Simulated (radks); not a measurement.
**Exchange and kinetic functionals tested on atomic densities: Hg⁺, Xe³⁺, S⁴⁺, Cl²⁺, Mn, Li²⁺**

Aim: take each self-consistent density and evaluate many functionals on it, against the exact exchange and kinetic energies of the same orbitals. Every spin shell is full or empty, so the densities are truly spherical.

Method: non-relativistic Kohn-Sham, LDA (Slater exchange, Perdew-Wang correlation), spin-polarised, spherical densities, point nucleus; open shells are filled with parallel spins first. Code: radks (a radial shooting solver on a logarithmic mesh, Libxc functionals) version 1.

### Step 1. The system

```
species : Hg⁺ ([Xe] 4f14 5d10 6s1), Xe³⁺ ([Kr] 4d10 5s2 5p3), S⁴⁺ ([Ne] 3s2), Cl²⁺ ([Ne] 3s2 3p3), Mn ([Ar] 3d5 4s2), Li²⁺ (1s1)
```

### Step 2. Hg⁺, [Xe] 4f14 5d10 6s1

The run's settings:

```text
Z 80
configuration [Xe] 4f14 5d10 6s1
relativity non-relativistic
functional lda,pw
spin polarised
nucleus point
```

Command:

```console
$ python run_ks.py task.json out
```

All runs below come from this command, one after another.

### Step 3. Xe³⁺, [Kr] 4d10 5s2 5p3

The run's settings:

```text
Z 54
configuration [Kr] 4d10 5s2 5p3
relativity non-relativistic
functional lda,pw
spin polarised
nucleus point
```

### Step 4. S⁴⁺, [Ne] 3s2

The run's settings:

```text
Z 16
configuration [Ne] 3s2
relativity non-relativistic
functional lda,pw
spin polarised
nucleus point
```

### Step 5. Cl²⁺, [Ne] 3s2 3p3

The run's settings:

```text
Z 17
configuration [Ne] 3s2 3p3
relativity non-relativistic
functional lda,pw
spin polarised
nucleus point
```

### Step 6. Mn, [Ar] 3d5 4s2

The run's settings:

```text
Z 25
configuration [Ar] 3d5 4s2
relativity non-relativistic
functional lda,pw
spin polarised
nucleus point
```

### Step 7. Li²⁺, 1s1

The run's settings:

```text
Z 3
configuration 1s1
relativity non-relativistic
functional lda,pw
spin polarised
nucleus point
```

**Question.** What will these runs give? Wanted: for each run, error in magnitude; Hg⁺; Xe³⁺; S⁴⁺; Cl²⁺; Mn; Li²⁺.

**Answer**, as computed:

```csv
error in magnitude (%),Hg⁺,Xe³⁺,S⁴⁺,Cl²⁺,Mn,Li²⁺
"exchange, LDA",-3.78,-4.72,-8.17,-7.85,-6.39,-14.18
"exchange, RPBE",-0.20,-0.24,+0.11,+0.01,+0.14,-0.29
"exchange, PW86",-0.37,-0.23,+0.62,+0.48,+0.52,-0.22
"exchange, SOGGA",-1.78,-2.22,-3.57,-3.49,-2.76,-6.47
"exchange, B86b",+0.02,-0.01,+0.16,+0.08,+0.32,-1.03
"exchange, APBE",+0.27,+0.29,+0.68,+0.58,+0.75,-0.43
"exchange, TPSS",-0.41,-0.32,+0.27,+0.20,+0.28,+0.06
"exchange, SCAN",+0.07,+0.15,+0.25,+0.28,+0.41,+0.06
"exchange, Tao-Mo",-0.81,-0.82,-0.07,-0.16,-0.23,+0.08
"kinetic, Thomas-Fermi",-4.62,-5.19,-7.34,-7.18,-6.64,-8.47
"kinetic, TF + vW",+30.76,+35.31,+54.20,+52.55,+45.99,+91.53
"kinetic, TF + vW/9",-0.69,-0.69,-0.50,-0.55,-0.79,+2.64
"kinetic, TF + vW/5",+2.45,+2.91,+4.97,+4.76,+3.89,+11.53
"kinetic, revAPBEK",+0.17,+0.27,+0.68,+0.63,+0.34,+2.89
"kinetic, Pearson",-0.84,-0.92,-1.59,-1.51,-1.35,-2.42
"kinetic, LKT",+15.89,+18.60,+31.16,+29.96,+25.35,+62.44
"kinetic, DePristo-Kress",-0.21,-0.12,+0.07,+0.06,-0.11,+2.79
"kinetic, Ernzerhof",-0.48,-0.43,+0.15,+0.06,-0.35,+6.53
```

What this shows: Negative means that the magnitude is too small. For exchange the mean absolute error is least for RPBE (0.17 %) and largest for LDA (7.51 %). Among the orbital-free kinetic functionals DePristo-Kress (0.56 %) does best and TF + vW (51.72 %) worst. The functionals are evaluated on one density each, not self-consistently.
